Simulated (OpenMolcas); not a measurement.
# A workflow on MoCl4O (SMILES O=[Mo](Cl)(Cl)(Cl)Cl)

Wanted: a single-point energy (HF/ANO-RCC-MB), then the energy (CASSCF(2,2)/ANO-RCC-VDZP), then an energy scan (CASPT2(2,2)/ANO-RCC-VDZP), then an energy scan (SC-NEVPT2(2,2)/ANO-RCC-VDZP), then the energy along one coordinate (MC-PDFT[tPBE](2,2)/ANO-RCC-VDZP) of MoCl4O. 

The calculation is run with OpenMolcas 26.06.

### Step 1. The structure to begin with

The species is MoCl4O (6 atoms), meant as a singlet with charge 0. As SMILES, `O=[Mo](Cl)(Cl)(Cl)Cl`. Geometry: relaxed at PBE0-D4/def2-TZVP.

Bond lengths: O1–Mo2 1.667 Å, Mo2–Cl3 2.233 Å, Mo2–Cl4 2.233 Å, Mo2–Cl5 2.374 Å, Mo2–Cl6 2.233 Å. Angles: O1–Mo2–Cl3 92.8°, O1–Mo2–Cl4 92.8°, O1–Mo2–Cl5 179.9°, O1–Mo2–Cl6 92.7°, Cl3–Mo2–Cl4 119.7°, Cl3–Mo2–Cl5 87.3°, Cl3–Mo2–Cl6 119.8°, Cl4–Mo2–Cl5 87.3°, Cl4–Mo2–Cl6 119.8°, Cl5–Mo2–Cl6 87.2°.

### Step 2. A single-point energy at HF/ANO-RCC-MB (DKH2) (run 1)

Input file geom.xyz:

```xyz
6

O     -0.647300    -1.552840     0.739910
Mo    -0.060260    -0.144860     0.068810
Cl     2.064980    -0.754570     0.382320
Cl    -1.047850    -0.541190    -1.894310
Cl     0.775250     1.861870    -0.884910
Cl    -1.084830     1.131590     1.588170
```

Input file step1.inp:

```
* Cl4MoO Hartree-Fock
>>> EXPORT MOLCAS_PRINT=2
&GATEWAY
Coord=geom.xyz
Basis=ANO-RCC-MB
Group=NoSym
&SEWARD
&SCF
PrOrbitals=0
&LOCALISATION
Occupied
Freeze
Pipek-Mezey
&LOCALISATION
FileOrb=$Project.LocOrb
Virtual
Pipek-Mezey
```

Launch:

```console
$ export MOLCAS_MEM=1860
$ pymolcas step1.inp > step1.log
```

The log of the run:

```text
--- Start Module: gateway ---
[...]
--- Stop Module: gateway /rc=_RC_ALL_IS_WELL_ ---
[...]
      Basis functions           68
[...]
       Convergence after  14 Iterations
[...]
::    Total SCF energy                              -5964.1143869250
[...]
      Total spin, S                                     0.0000000000
[...]
      Total electronic charge=  118.000000
      Total            charge=   -0.000000
[...]
      Dipole Moment (debye):
      Origin of the operator (angstrom)=    0.0335    0.0802   -0.0383
                   X= -7.3033E-01               Y= -1.7575E+00               Z=  8.3202E-01           Total=  2.0771E+00
      Quadrupole Moment (debye*angstrom):
[...]
--- Start Module: localisation ---
[...]
--- Stop Module: localisation /rc=_RC_ALL_IS_WELL_ ---
--- Start Module: localisation ---
[...]
--- Stop Module: localisation /rc=_RC_ALL_IS_WELL_ ---
[...]
```

It took 13 s on 1 thread of Arm Neoverse V1, shared host; peak memory 0.46 GiB.

### Step 3. A single-point energy at CASSCF(2,2)/ANO-RCC-VDZP (DKH2, RICD fitting) (run 2)

geom.xyz is that of step 2.

Input file step2.inp:

```
&GATEWAY
Coord=geom.xyz
Basis=ANO-RCC-MB
Group=NoSym
&SEWARD
&RASSCF
FileOrb=$CurrDir/step1.LocOrb
Alter=2
1 49 59
1 60 64
Spin=1
Nactel=2 0 0
Inactive=58
Ras2=2
OrbListing=Nothing
>>> COPY $Project.RunFile RUNFIL1
>>> COPY $Project.RasOrb INPORB
&GATEWAY
Coord=geom.xyz
Basis=ANO-RCC-VDZP
Group=NoSym
RICD
&SEWARD
>>> COPY $Project.RunFile RUNFIL2
&EXPBAS
&RASSCF
FileOrb=$Project.ExpOrb
Spin=1
Nactel=2 0 0
Inactive=58
Ras2=2
OrbListing=Nothing
OrbAppear=Compact
```

Launch:

```console
$ export MOLCAS_MEM=1860
$ pymolcas step2.inp > step2.log
```

The log of the run:

```text
--- Start Module: gateway ---
[...]
--- Stop Module: gateway /rc=_RC_ALL_IS_WELL_ ---
[...]
      Basis functions           68
[...]
      Number of active orbitals                  2
[...]
      Spin quantum number                      0.0
[...]
      Active orbitals                            2
[...]
      Number of CSFs                             3
[...]
      Number of root(s) required                 1
[...]
      Convergence after 25 iterations
[...]
      printout of CI-coefficients larger than  0.05 for root  1
      energy=   -5964.130459
      conf/sym  11     Coeff  Weight
             1  20   0.98652 0.97322
             3  02  -0.16365 0.02678
      Natural orbitals and occupation numbers for root  1
      sym 1:   1.946436   0.053564
      ************************************************************************************************************************
      *                                                    Final results                                                     *
[...]
::    RASSCF root number  1 Total energy:  -5964.13045898
[...]
      Basis functions          129
[...]
--- Start Module: expbas ---
[...]
--- Stop Module: expbas /rc=_RC_ALL_IS_WELL_ ---
--- Start Module: rasscf ---
[...]
      Convergence after 23 iterations
[...]
      Natural orbitals and occupation numbers for root  1
      sym 1:   1.962268   0.037732
      ************************************************************************************************************************
      *                                                    Final results                                                     *
[...]
::    RASSCF root number  1 Total energy:  -5964.39153871
[...]
      Total electronic charge=  118.000000
      Total            charge=   -0.000000
[...]
      Dipole Moment (debye):
      Origin of the operator (angstrom)=    0.0335    0.0802   -0.0383
                   X=  1.4104E-01               Y= -1.4089E+00               Z=  6.7162E-01           Total=  1.5672E+00
      Quadrupole Moment (debye*angstrom):
[...]
--- Stop Module: rasscf /rc=_RC_ALL_IS_WELL_ ---
[...]
```

Wall time 57 s (1 thread of Arm Neoverse V1, shared host); peak memory 0.46 GiB.

### Step 4. An energy scan at CASPT2(2,2)/ANO-RCC-VDZP (DKH2, RICD fitting, ipea shift 0.25 Eh, pt2 variant SS) (run 3)

Input file step3.inp:

```
>>> COPY $CurrDir/step2.RasOrb $Project.RasOrb
>>> ForEach K in (1, 2, 3, 4, 5, 6, 7, 8, 9)

&GATEWAY
  Coord=$CurrDir/point$K.xyz
  Basis=ANO-RCC-VDZP
  Group=NoSym
  RICD

&SEWARD

&RASSCF
  FileOrb=$Project.RasOrb
  Spin=1
  Nactel=2 0 0
  Inactive=58
  Ras2=2
  OrbListing=Nothing
  OrbAppear=Compact

&CASPT2
  Imaginary=0.2
  Frozen=35
>>> EndDo
```

Launch:

```console
$ export MOLCAS_MEM=1860
$ pymolcas step3.inp > step3.log
```

The log of the run, shortened:

```text
[...]
      Basis functions          129
[...]
      Number of active orbitals                  2
[...]
      Spin quantum number                      0.0
[...]
      Active orbitals                            2
[...]
      Number of CSFs                             3
[...]
      Number of root(s) required                 1
[...]
      Convergence after 22 iterations
[...]
      Natural orbitals and occupation numbers for root  1
      sym 1:   1.978408   0.021592
      ************************************************************************************************************************
      *                                                    Final results                                                     *
[...]
::    RASSCF root number  1 Total energy:  -5964.36299916
[...]
      E2 (Variational):          -1.3190735138
[...]
::    CASPT2 Root  1     Total energy:  -5965.68207267
[...]
      Convergence after 21 iterations
[...]
      Natural orbitals and occupation numbers for root  1
      sym 1:   1.962279   0.037721
      ************************************************************************************************************************
      *                                                    Final results                                                     *
[...]
      Convergence after 33 iterations
[...]
      Natural orbitals and occupation numbers for root  1
      sym 1:   1.005999   0.994001
      ************************************************************************************************************************
      *                                                    Final results                                                     *
[...]
      Convergence after 13 iterations
[...]
      Natural orbitals and occupation numbers for root  1
      sym 1:   1.002104   0.997896
      ************************************************************************************************************************
      *                                                    Final results                                                     *
[...]
      Convergence after  8 iterations
[...]
::    RASSCF root number  1 Total energy:  -5964.34158788
[...]
::    CASPT2 Root  1     Total energy:  -5965.59292971
[...]
      Convergence after  8 iterations
[...]
::    RASSCF root number  1 Total energy:  -5964.34099511
[...]
      E2 (Variational):          -1.2508729851
[...]
::    CASPT2 Root  1     Total energy:  -5965.59186810
[...]
```

It took 6.6 min on 1 thread of Arm Neoverse V1, shared host; peak memory 0.32 GiB.

The scan, from its lowest point:

```csv
Cl3–Mo2 (Å),energy (kJ/mol)
2.010,74.9
2.233,0.0
2.456,27.6
2.791,132.6
3.238,247.4
3.796,298.9
4.466,304.6
5.359,309.0
6.699,311.8
```

### Step 5. The energy along one coordinate at SC-NEVPT2(2,2)/ANO-RCC-VDZP (DKH2, RICD fitting, pt2 variant SC-NEVPT2) (run 4)

Input file step4.input:

```
* Cl4MoO NEVPT2
>>> COPY $CurrDir/step2.RasOrb $Project.RasOrb
>>> ForEach K in (1, 2, 3, 4, 5, 6, 7, 8, 9)

&gateway
 coord = $CurrDir/point$K.xyz
 basis = ANO-RCC-VDZP
 group = NoSym
 ricd

&seward

&rasscf
 fileorb = $Project.RasOrb
 spin = 1
 nactel = 2 0 0
 inactive = 58
 ras2 = 2
 orblisting = Nothing
 orbappear = Compact

&caspt2
 sc-nevpt2
 frozen = 35
>>> EndDo
```

Launch:

```console
$ export MOLCAS_MEM=1860
$ pymolcas step4.input > step4.log
```

The log of the run, shortened:

```text
[...]
      Basis functions          129
[...]
      Number of active orbitals                  2
[...]
      Spin quantum number                      0.0
[...]
      Active orbitals                            2
[...]
      Number of CSFs                             3
[...]
      Number of root(s) required                 1
[...]
      Convergence after 22 iterations
[...]
      Natural orbitals and occupation numbers for root  1
      sym 1:   1.978408   0.021592
      ************************************************************************************************************************
      *                                                    Final results                                                     *
[...]
::    RASSCF root number  1 Total energy:  -5964.36299916
[...]
      E2 (Variational):          -1.3186189911
[...]
::    SC-NEVPT2 Root  1     Total energy:  -5965.68145272
[...]
      Convergence after 21 iterations
[...]
      Natural orbitals and occupation numbers for root  1
      sym 1:   1.962279   0.037721
      ************************************************************************************************************************
      *                                                    Final results                                                     *
[...]
      Convergence after 33 iterations
[...]
      Natural orbitals and occupation numbers for root  1
      sym 1:   1.005999   0.994001
      ************************************************************************************************************************
      *                                                    Final results                                                     *
[...]
      Convergence after 13 iterations
[...]
      Natural orbitals and occupation numbers for root  1
      sym 1:   1.002104   0.997896
      ************************************************************************************************************************
      *                                                    Final results                                                     *
[...]
      Convergence after  8 iterations
[...]
::    RASSCF root number  1 Total energy:  -5964.34158788
[...]
::    SC-NEVPT2 Root  1     Total energy:  -5965.58753120
[...]
      Convergence after  8 iterations
[...]
::    RASSCF root number  1 Total energy:  -5964.34099511
[...]
      E2 (Variational):          -1.2454857130
[...]
::    SC-NEVPT2 Root  1     Total energy:  -5965.58648083
[...]
```

Wall time 6.5 min (1 thread of Arm Neoverse V1, shared host); peak memory 0.32 GiB.

The scan, from its lowest point:

```csv
Cl3–Mo2 (Å),energy (kJ/mol)
2.010,78.5
2.233,0.0
2.456,30.0
2.791,145.9
3.238,268.1
3.796,315.5
4.466,320.9
5.359,325.1
6.699,327.9
```

### Step 6. The energy along one coordinate at MC-PDFT[tPBE](2,2)/ANO-RCC-VDZP (DKH2, RICD fitting) (run 5)

Input file step5.inp:

```
>>> COPY $CurrDir/step2.RasOrb $Project.RasOrb
>>> ForEach K in (1, 2, 3, 4, 5, 6, 7, 8, 9)

&GATEWAY
 Coord
 $CurrDir/point$K.xyz
 Basis
 ANO-RCC-VDZP
 Group
 NoSym
 RICD

&SEWARD

&RASSCF
 FileOrb
 $Project.RasOrb
 Spin
 1
 Nactel
 2 0 0
 Inactive
 58
 Ras2
 2
 OrbListing
 Nothing
 OrbAppear
 Compact

&MCPDFT
 KSDFT
 T:PBE
>>> EndDo
```

Launch:

```console
$ export MOLCAS_MEM=1860
$ pymolcas step5.inp > step5.log
```

The log of the run, shortened:

```text
--- Start Module: gateway ---
[...]
      Basis functions          129
[...]
      Number of active orbitals                  2
[...]
      Spin quantum number                      0.0
[...]
      Active orbitals                            2
[...]
      Number of CSFs                             3
[...]
      Number of root(s) required                 1
[...]
      Convergence after 22 iterations
[...]
      Natural orbitals and occupation numbers for root  1
      sym 1:   1.978408   0.021592
      ************************************************************************************************************************
      *                                                    Final results                                                     *
[...]
::    RASSCF root number  1 Total energy:  -5964.36299916
[...]
::    MCPDFT root number  1 Total energy:  -5968.75606588
[...]
      Convergence after 21 iterations
[...]
      Natural orbitals and occupation numbers for root  1
      sym 1:   1.962279   0.037721
      ************************************************************************************************************************
      *                                                    Final results                                                     *
[...]
      Convergence after 33 iterations
[...]
      Natural orbitals and occupation numbers for root  1
      sym 1:   1.005999   0.994001
      ************************************************************************************************************************
      *                                                    Final results                                                     *
[...]
      Convergence after 13 iterations
[...]
      Natural orbitals and occupation numbers for root  1
      sym 1:   1.002104   0.997896
      ************************************************************************************************************************
      *                                                    Final results                                                     *
[...]
      Convergence after  8 iterations
[...]
::    RASSCF root number  1 Total energy:  -5964.34158788
[...]
::    MCPDFT root number  1 Total energy:  -5968.65284337
[...]
      Convergence after  8 iterations
[...]
::    RASSCF root number  1 Total energy:  -5964.34099511
[...]
      Total electronic charge=  118.000000
      Total            charge=   -0.000000
[...]
::    MCPDFT root number  1 Total energy:  -5968.65241969
[...]
```

Wall time 6.4 min (1 thread of Arm Neoverse V1, shared host); peak memory 0.32 GiB.

The scan, from its lowest point:

```csv
Cl3–Mo2 (Å),energy (kJ/mol)
2.010,64.7
2.233,0.0
2.456,32.6
2.791,150.0
3.238,278.6
3.796,330.5
4.466,333.6
5.359,335.8
6.699,336.9
```

### Step 7. Summary of results

| quantity | value |
| --- | --- |
| run 1, HF/ANO-RCC-MB: total energy | -5964.11439 Eh |
| run 1, HF/ANO-RCC-MB: dipole moment | 2.08 D |
| run 1, HF/ANO-RCC-MB: HOMO energy | -12.38 eV |
| run 1, HF/ANO-RCC-MB: LUMO energy | -3.57 eV |
| run 1, HF/ANO-RCC-MB: HOMO–LUMO gap | 8.81 eV |
| run 2, CASSCF(2,2)/ANO-RCC-VDZP: total energy | -5964.39154 Eh |
| run 2, CASSCF(2,2)/ANO-RCC-VDZP: dipole moment (CASSCF density) | 1.57 D |
| run 3, CASPT2(2,2)/ANO-RCC-VDZP: lowest energy of the scan | -5965.71061 Eh |
| run 4, SC-NEVPT2(2,2)/ANO-RCC-VDZP: lowest energy of the scan | -5965.71135 Eh |
| run 5, MC-PDFT[tPBE](2,2)/ANO-RCC-VDZP: lowest energy of the scan | -5968.78073 Eh |

What this shows: Mulliken charges (run 1, HF/ANO-RCC-MB) run from -0.36 on Cl5 to +1.25 on Mo2; they depend strongly on the basis.
